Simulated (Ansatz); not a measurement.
Wanted: the native input for an Ansatz 0.2.0 run.

```yaml
Task: relaxation of cell and atoms
Functional: PBEsol
Potentials_or_basis: Ansatz PAW
Cutoff: "420 eV (not typed: the program's choice for these potentials)"
k_mesh: 4 × 4 × 3
Occupations: fermi-dirac, width 0.05 eV
Spin: no spin polarisation
```

Hf2Pd2Se2Br2O3:

```
CELL_PARAMETERS angstrom
5.76069 0.00496 -0.00286
-0.52750 5.84664 0.03413
-1.48435 -0.92642 6.64586
ATOMIC_POSITIONS crystal
Hf 0.74540 0.39602 0.34989
Hf 0.28763 0.45322 0.59401
Pd 0.90854 0.13294 0.84849
Pd 0.25249 0.90323 0.35874
Se 0.63469 0.40355 0.93716
Se 0.62597 0.78174 0.53023
Br 0.85273 0.99089 0.15355
Br 0.22526 0.82084 0.86223
O 0.96040 0.28925 0.59026
O 0.43233 0.24524 0.40864
O 0.07457 0.58308 0.36682
```

The cell was built by a generator and needn't be a form met in nature.

One way to write it, as run:

input.yaml

```yaml
crystal:
  lattice:
    - [5.76069, 0.00496, -0.00286]
    - [-0.5275, 5.84664, 0.03413]
    - [-1.48435, -0.92642, 6.64586]
  atoms:
    - { symbol: Hf, position: [0.7454, 0.39602, 0.34989] }
    - { symbol: Hf, position: [0.28763, 0.45322, 0.59401] }
    - { symbol: Pd, position: [0.90854, 0.13294, 0.84849] }
    - { symbol: Pd, position: [0.25249, 0.90323, 0.35874] }
    - { symbol: Se, position: [0.63469, 0.40355, 0.93716] }
    - { symbol: Se, position: [0.62597, 0.78174, 0.53023] }
    - { symbol: Br, position: [0.85273, 0.99089, 0.15355] }
    - { symbol: Br, position: [0.22526, 0.82084, 0.86223] }
    - { symbol: O, position: [0.9604, 0.28925, 0.59026] }
    - { symbol: O, position: [0.43233, 0.24524, 0.40864] }
    - { symbol: O, position: [0.07457, 0.58308, 0.36682] }
hamiltonian:
  xc: pbesol
  pseudopotentials: { kind: paw }
kpoints:
  mp_grid: { grid: [4, 4, 3] }
scf:
  occupations: { method: fermi_dirac, width: 0.05 }
output:
  forces: true
  stress: true
  eigenvalues: true
  write_density: true
  write_potential: true
  elf: true
  volumetric_format: npy
relax:
  f_tol: 0.01
  max_steps: 40
  cell: { stress_tol: 0.05 }
```

Potentials or basis: Ansatz PAW.

The run is started by

```console
$ ansatz run input.yaml --threads 8 --pin off --max-ram 20480MiB --backend cpu --events-out ev --progress --plain --runs-dir out
```

Results of the run:

* Relaxed volume: 19.31 Å³/atom
* Relaxed cell: a = 5.695 Å, b = 5.747 Å, c = 6.742 Å, α = 96.59°, β = 102.64°, γ = 95.06°
* Space group after relaxing (to 0.05 Å): P1 (No. 1)
* Energy gained by relaxing: 13.9 meV/atom
* Ionic steps: 9
* Pressure after relaxing: 0.0 GPa
* Largest force after relaxing: 0.004 eV/Å
* Band gap on the k mesh: 0.15 eV, indirect (least direct gap 0.36 eV)

Caveat: odd divisions of the mesh miss points on the zone boundary, where band edges often lie, so the gap on the mesh can be too wide; the plane-wave basis is chosen anew once the cell has moved, so the energies of steps on either side of that aren't comparable; spin-orbit coupling is left out, which moves the levels of the heavy elements; the PAW data sets come from PBE, with cores solved anew for the run's functional, which leaves a small shift of forces and pressure.

Run time: 3.7 min on 8 threads of Intel(R) Xeon(R) Processor @ 2.50GHz (Skylake/Cascade Lake) (shared host), peak memory 1.5 GiB.
